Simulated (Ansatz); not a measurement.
# C2H9AlClN: the cost of one run

All numbers below are computed with Ansatz 0.2.0 (UKS PBE-D4/STO-3G).

## 1. The structure to begin with

Bond lengths: Al1–N2 2.237 Å, Al1–C3 1.983 Å, Al1–Cl4 2.032 Å, Al1–C6 2.291 Å, N2–H7 1.011 Å, N2–H8 1.009 Å, C3–H9 1.091 Å, C3–H10 1.094 Å, C3–H11 1.094 Å, C6–H12 1.092 Å, C6–H13 1.097 Å, C6–H14 1.091 Å. Angles (14 of 21 angles, heavy atoms first): N2–Al1–C3 119.1°, N2–Al1–Cl4 107.4°, N2–Al1–C6 74.5°, C3–Al1–Cl4 124.7°, C3–Al1–C6 110.1°, Cl4–Al1–C6 109.5°, Al1–N2–H7 122.7°, Al1–N2–H8 125.9°, Al1–C3–H9 112.2°, Al1–C3–H10 112.2°, Al1–C3–H11 112.1°, Al1–C6–H12 131.9°, Al1–C6–H13 87.3°, Al1–C6–H14 114.0°.

Coordinates:

```xyz
14

Al    0.2627   -0.1770    0.7996
N    -0.9977    1.6092    0.3272
C    -0.5382   -1.9858    0.6664
Cl    1.6180    0.3890    2.2037
H    -0.0151    1.1681   -0.4818
C     0.9574    0.5326   -1.2654
H    -0.8576    2.5081    0.7672
H    -1.9162    1.5915   -0.0910
H    -1.4215   -1.9999    0.0258
H     0.1620   -2.7177    0.2522
H    -0.8433   -2.3736    1.6430
H     1.4048    1.4699   -1.6016
H     1.8132   -0.1448   -1.1526
H     0.3716    0.1305   -2.0928
```

## 2. Run 1

150 steps of 0.5 fs at constant energy, with velocities drawn for 100 K.

input.yaml

```yaml
crystal:
  periodic: [false, false, false]
  atoms:
    - { symbol: Al, position_ang: [0.2627, -0.177, 0.7996] }
    - { symbol: "N", position_ang: [-0.9977, 1.6092, 0.3272] }
    - { symbol: C, position_ang: [-0.5382, -1.9858, 0.6664] }
    - { symbol: Cl, position_ang: [1.618, 0.389, 2.2037] }
    - { symbol: H, position_ang: [-0.0151, 1.1681, -0.4818] }
    - { symbol: C, position_ang: [0.9574, 0.5326, -1.2654] }
    - { symbol: H, position_ang: [-0.8576, 2.5081, 0.7672] }
    - { symbol: H, position_ang: [-1.9162, 1.5915, -0.091] }
    - { symbol: H, position_ang: [-1.4215, -1.9999, 0.0258] }
    - { symbol: H, position_ang: [0.162, -2.7177, 0.2522] }
    - { symbol: H, position_ang: [-0.8433, -2.3736, 1.643] }
    - { symbol: H, position_ang: [1.4048, 1.4699, -1.6016] }
    - { symbol: H, position_ang: [1.8132, -0.1448, -1.1526] }
    - { symbol: H, position_ang: [0.3716, 0.1305, -2.0928] }
magnetization:
  spin_polarized: true
basis:
  gaussian: { orbitals: STO-3G }
hamiltonian:
  xc: pbe
  dispersion: d4
md:
  timestep: 0.5
  n_steps: 150
  ensemble: nve
  temperature: 100.0
  initial_velocities: maxwell_boltzmann
  seed: 740549
```

Launch:

```console
$ ansatz run input.yaml --threads 1 --pin off --max-ram 2048MiB --backend cpu --events-out ev --progress --plain --runs-dir out
```

**Question.** How long does this run take on 1 thread of Arm Neoverse V2, shared host, and how much memory does it need?

About 9.2 min, with a peak of 0.12 GiB.
